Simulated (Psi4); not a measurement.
# GaF3 (SMILES [F][Ga]([F])[F]): CAM-B3LYP/aug-cc-pVDZ

Aim: the energy change on altering one bond length of GaF3 at CAM-B3LYP/aug-cc-pVDZ, from 2 runs. 

Program for the calculation: Psi4 1.11.

## (1) Starting point

GaF3 has 4 atoms, charge 0, and is taken as a singlet. SMILES: `[F][Ga]([F])[F]`. Geometry: a GFN2-xTB relaxation, a rough one for these elements and not checked as a minimum.

Bond lengths: Ga1–F2 1.732 Å, Ga1–F3 1.732 Å, Ga1–F4 1.732 Å. Angles: F2–Ga1–F3 119.9°, F2–Ga1–F4 120.1°, F3–Ga1–F4 120.1°.

## (2) A single-point energy at CAM-B3LYP/aug-cc-pVDZ

File f3ga.py:

```python
import psi4

psi4.set_memory('1600 MB')
psi4.set_num_threads(1)
psi4.core.set_output_file('output.dat', False)

geom = psi4.geometry("""
Ga    -0.00103935    -0.00147399    -0.00020787
F      3.27241983    -0.04969980     0.02483100
F     -1.58882503     2.86129102    -0.03250329
F     -1.68255545    -2.81011723     0.00788016
units bohr
symmetry c1
""")

psi4.set_options({
    'basis': 'aug-cc-pVDZ',
    'reference': 'rks',
    'puream': True,
    'e_convergence': 1e-09,
    'd_convergence': 1e-08,
    'scf_type': 'pk',
    'dft_radial_points': 99,
    'dft_spherical_points': 590,
})

e, wfn = psi4.energy('cam-b3lyp', return_wfn=True)
psi4.oeprop(wfn, 'DIPOLE', 'MULLIKEN_CHARGES', 'MAYER_INDICES')
print(f'cam-b3lyp energy: {e:.10f} Eh')
```

Launch:

```
$ python f3ga.py
```

output.dat, shortened:

```text
[...]
  Running in c1 symmetry.
[...]
  Nuclear repulsion =  298.526207135056723
[...]
  Multiplicity = 1
[...]
  Nalpha       = 29
  Nbeta        = 29
[...]
    Number of basis functions: 105
[...]
   @RKS iter   1: -2224.04432638390153   -3.66614e+00   1.04450e-02 DIIS/ADIIS
[...]
   @RKS iter  10: -2224.56482428447816   -7.04858e-11   8.56976e-09 DIIS
[...]
    Orbital Energies [Eh]
    ---------------------
    Doubly Occupied:
       1A   -372.751496     2A    -46.104524     3A    -40.863125
       4A    -40.857420     5A    -40.857410     6A    -24.792659
       7A    -24.792454     8A    -24.792424     9A     -5.686957
      10A     -3.978726    11A     -3.967380    12A     -3.967364
      13A     -1.275871    14A     -1.267171    15A     -1.267046
      16A     -1.021398    17A     -1.021393    18A     -1.018797
      19A     -1.008154    20A     -1.008120    21A     -0.615059
      22A     -0.548679    23A     -0.548550    24A     -0.525856
      25A     -0.500764    26A     -0.500618    27A     -0.497804
      28A     -0.497800    29A     -0.494073
[...]
  @RKS Final Energy: -2224.56482428447816
   => Energetics <=
    Nuclear Repulsion Energy =            298.5262071350567226
    One-Electron Energy =               -3695.4797943580247193
    Two-Electron Energy =                1254.4883812248551749
    DFT Exchange-Correlation Energy =     -82.0996182863650290
    Empirical Dispersion Energy =           0.0000000000000000
    VV10 Nonlocal Energy =                  0.0000000000000000
    Total Energy =                      -2224.5648242844777087
[...]
 Multipole Moments:
 ------------------------------------------------------------------------------------
     Multipole            Electronic (a.u.)      Nuclear  (a.u.)        Total (a.u.)
 ------------------------------------------------------------------------------------
 L = 1.  Multiply by 2.5417464519 to convert [e a0] to [Debye]
 Dipole X            :         -0.0034074            0.0010360           -0.0023714
 Dipole Y            :         -0.0047780            0.0014693           -0.0033087
 Dipole Z            :         -0.0005991            0.0002072           -0.0003919
 Magnitude           :                                                    0.0040896
[...]
  Mulliken Charges: (a.u.)
   Center  Symbol    Alpha    Beta     Spin     Total
       1    GA    14.64159 14.64159  0.00000  1.71681
       2     F     4.78615  4.78615  0.00000 -0.57229
       3     F     4.78615  4.78615  0.00000 -0.57230
       4     F     4.78611  4.78611  0.00000 -0.57222
   Total alpha = 29.00000, Total beta = 29.00000, Total charge =  0.00000
  Mayer Bond Indices:
[...]
```

Standard output:

```text
cam-b3lyp energy: -2224.5648242845 Eh
```

Run time: 75 s. Hardware: 1 thread of Intel Xeon Platinum 8259CL at 2.50GHz (Skylake/Cascade Lake), shared host; peak memory 0.94 GiB.

## (3) The distorted shape

File calc.in:

```
memory 1.6 GB

molecule molecule1 {
  0 1
  Ga     0.671615    -1.212689     0.013562
  F      2.403855    -1.238209     0.026812
  F     -0.840770     1.514130    -0.017200
  F     -0.218205    -2.698959     0.017842
  symmetry c1
  no_reorient
  no_com
}

set {
  basis aug-cc-pVDZ
  puream true
  e_convergence 1e-09
  d_convergence 1e-08
  scf_type pk
  dft_radial_points 99
  dft_spherical_points 590
}

result, w = energy("cam-b3lyp", return_wfn=True)
oeprop(w, "MULLIKEN_CHARGES", "QUADRUPOLE", "DIPOLE")
print_variables()
```

Launch:

```
$ psi4 -i calc.in -o calc.out -n 1
```

calc.out, shortened:

```text
[...]
  Running in c1 symmetry.
[...]
  Nuclear repulsion =  252.213076090455388
[...]
  Multiplicity = 1
[...]
  Nalpha       = 29
  Nbeta        = 29
[...]
    Number of basis functions: 105
[...]
   @RKS iter   1: -2223.79493810412987   -3.95633e+00   1.10967e-02 DIIS/ADIIS
[...]
   @RKS iter  14: -2224.38874519885849    4.54747e-13   1.71735e-09 DIIS
[...]
  @RKS Final Energy: -2224.38874519885849
   => Energetics <=
    Nuclear Repulsion Energy =            252.2130760904553881
    One-Electron Energy =               -3600.7550689736317509
    Two-Electron Energy =                1206.1036539269719015
    DFT Exchange-Correlation Energy =     -81.9504062426539406
    Empirical Dispersion Energy =           0.0000000000000000
    VV10 Nonlocal Energy =                  0.0000000000000000
    Total Energy =                      -2224.3887451988584871
[...]
 Multipole Moments:
 ------------------------------------------------------------------------------------
     Multipole            Electronic (a.u.)      Nuclear  (a.u.)        Total (a.u.)
 ------------------------------------------------------------------------------------
 L = 1.  Multiply by 2.5417464519 to convert [e a0] to [Debye]
 Dipole X            :        -61.2961114           62.2173146            0.9212032
 Dipole Y            :        110.5847489         -112.2510566           -1.6663076
 Dipole Z            :         -1.2429547            1.2614073            0.0184526
 Magnitude           :                                                    1.9040843
 L = 2.  Multiply by 1.3450342976 to convert [e a0^2] to [Debye ang]
 Quadrupole XX       :       -286.8233966          259.9031919          -26.9202048
 Quadrupole XY       :        209.2331577         -207.8128199            1.4203378
[...]
  Mulliken Charges: (a.u.)
   Center  Symbol    Alpha    Beta     Spin     Total
       1    GA    14.74428 14.74428  0.00000  1.51144
       2     F     4.73914  4.73914  0.00000 -0.47827
       3     F     4.77743  4.77743  0.00000 -0.55487
       4     F     4.73915  4.73915  0.00000 -0.47830
   Total alpha = 29.00000, Total beta = 29.00000, Total charge =  0.00000
  Variable Map:
  ----------------------------------------------------------------------------
  "CURRENT ENERGY"              =>   -2224.388745198858
  "CURRENT REFERENCE ENERGY"    =>   -2224.388745198858
[...]
```

Run time: 69 s. Hardware: 1 thread of Intel Xeon Platinum 8259CL at 2.50GHz (Skylake/Cascade Lake), shared host; peak memory 0.93 GiB.

## (4) Summary of results

At CAM-B3LYP/aug-cc-pVDZ:

```
                                                          quantity           value
                                         first shape: total energy  -2224.56482 Eh
                                        first shape: dipole moment          0.01 D
                                          first shape: HOMO energy       -13.44 eV
                                          first shape: LUMO energy        -1.83 eV
                                        first shape: HOMO–LUMO gap        11.61 eV
                                     distorted shape: total energy  -2224.38875 Eh
                                    distorted shape: dipole moment          4.84 D
                                      distorted shape: HOMO energy       -10.51 eV
                                      distorted shape: LUMO energy        -5.49 eV
                                    distorted shape: HOMO–LUMO gap         5.03 eV
energy change with the Ga1–F3 bond stretched from 1.732 to 3.118 Å        4.791 eV
```

In words: With the Ga1–F3 bond stretched from 1.732 to 3.118 Å the energy rises by 4.79 eV (462 kJ/mol). The first shape isn't relaxed at this level, so the change isn't measured from a minimum. Mulliken charges (first shape) run from -0.57 on F3 to +1.72 on Ga1; in a basis this large or diffuse they mean little.
